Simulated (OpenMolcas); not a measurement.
# Ho²⁺ among point charges: CASSCF levels and susceptibility

How does a field of 8 point charges split the states of Ho²⁺, and what χT follows?

The numbers are computed with OpenMolcas 26.06 (state-averaged CASSCF, spin-orbit coupling by RASSI with atomic mean-field integrals), except any that are marked as measured or tabulated.

### Step 1. What is computed

```
Species                           : Ho²⁺ (holmium, Z = 67, 65 electrons)
Basis                             : ANO-RCC-VDZP [7s6p4d2f1g], 68 functions
Scalar Hamiltonian                : DKH2, point nucleus
Inactive shells                   : 1s 2s 2p 3s 3p 3d 4s 4p 4d 5s 5p
Active space                      : 11 electrons in 7 orbitals (4f)
Some configurations of this space : 4f11
Orbitals                          : optimised for the highest spin of each parity, averaged over all roots
```

Outer shells as boxes (Hund's rule):

4f11
```
4f [↑↓][↑↓][↑↓][↑↓][↑ ][↑ ][↑ ]
```

The ion sits among 8 point charges of -1 e arranged as a square antiprism (D4d), 2.44 Å from the ion, with a polar angle of 52.7° against the regular 57.3°.

Each step is its own input file, run in one work folder so that later steps find the files of earlier ones. Labels, J, g values, rates, χT and fits are worked out afterwards by a script from the matrices that RASSI stores.

### Step 2. GATEWAY and SEWARD: basis and integrals

Input file a.inp:

```
&GATEWAY
Coord
1

Ho 0.0 0.0 0.0
Basis=ANO-RCC-VDZP
Group=NoSym
NoMove
AngMom=0.0 0.0 0.0
AMFI
XField
8 Angstrom 0
1.793590 0.742929 1.478070 -1.000000
-0.742929 1.793590 1.478070 -1.000000
-1.793590 -0.742929 1.478070 -1.000000
0.742929 -1.793590 1.478070 -1.000000
1.793590 -0.742929 -1.478070 -1.000000
0.742929 1.793590 -1.478070 -1.000000
-1.793590 0.742929 -1.478070 -1.000000
-0.742929 -1.793590 -1.478070 -1.000000
&SEWARD
```

Run with:

```
OMP_NUM_THREADS=1 MOLCAS_MEM=2252 MOLCAS_PROJECT=a pymolcas a.inp > a.log
```

### Step 3. CASSCF: quartets, 35 roots

Input file a.inp:

```
&RASSCF
FileOrb=start.orb
Symmetry=1
Spin=4
nActEl=11 0 0
Inactive=27
Ras2=7
CIRoot=35 35 1
SDav=35
CIMx=300
Iter=120 100
PrWF=0.3
OrbListing=Nothing
MaxOrb=0
>>> COPY $Project.JobIph JOB001
```

start.orb holds the contracted functions of the basis, ordered by shell, or the orbitals of the step before.

### Step 4. CASSCF: doublets, 112 roots

Input file a.inp:

```
&RASSCF
FileOrb=start.orb
Symmetry=1
Spin=2
nActEl=11 0 0
Inactive=27
Ras2=7
CIRoot=112 112 1
SDav=112
CIMx=300
Iter=120 100
PrWF=0.3
OrbListing=Nothing
MaxOrb=0
CIOnly
>>> COPY $Project.JobIph JOB002
```

### Step 5. State interaction with spin-orbit coupling

Input file a.inp:

```
&RASSI
NrOfJobIphs=2 35 73
1 2 3 4 5 6 7 8 9 10 11 12 13 14 15 16 17 18 19 20 21 22 23 24 25 26 27
28 29 30 31 32 33 34 35
1 2 3 4 5 6 7 8 9 10 11 12 13 14 15 16 17 18 19 20 21 22 23 24 25 26 27
28 29 30 31 32 33 34 35 36 37 38 39 40 41 42 43 44 45 46 47 48 49 50 51
52 53 54 55 56 57 58 59 60 61 62 63 64 65 66 67 68 69 70 71 72 73
IphNames
JOB001
JOB002
EJob
SpinOrbit
DIPRint=1.0
SOCoupling=1000.0
Subsets=2
Property=9
'ANGMOM' 1 'ANGMOM' 2 'ANGMOM' 3 'MLTPL  1' 1 'MLTPL  1' 2 'MLTPL  1' 3
'AMFI' 1 'AMFI' 2 'AMFI' 3
SOProperty=3
'ANGMOM' 1 'ANGMOM' 2 'ANGMOM' 3
```

What does the calculation give? Wanted: spin-free ground state; first state of the same spin within the active space; lowest level; next level.

The runs gave:

| quantity | value |
| --- | --- |
| method | CASSCF |
| spin-free ground state | quartet, 1-fold in its orbital part |
| first state of the same spin within the active space | quartet at 27.3 cm⁻¹ |
| lowest level | 2-fold, g = 1.21, 9.59, 9.59 |
| next level | 28.8 cm⁻¹ |
| χT at 300 K | 11.42 cm³ K/mol |
| effective moment at 300 K | 9.56 μB |

**Reading.** The spin-free ground state (quartet) comes to 100 % from free-ion I terms and keeps the highest spin of the shell. The doublets rest on orbitals optimised for another spin in at least one step, which raises them against the optimised states. Not all states of the active space went into the spin-orbit step. High states of lower spin are left out of the spin-orbit mixing, and CASSCF puts spin-flip levels too high. Point charges carry no covalency, so the field is a model and not that of real ligands.
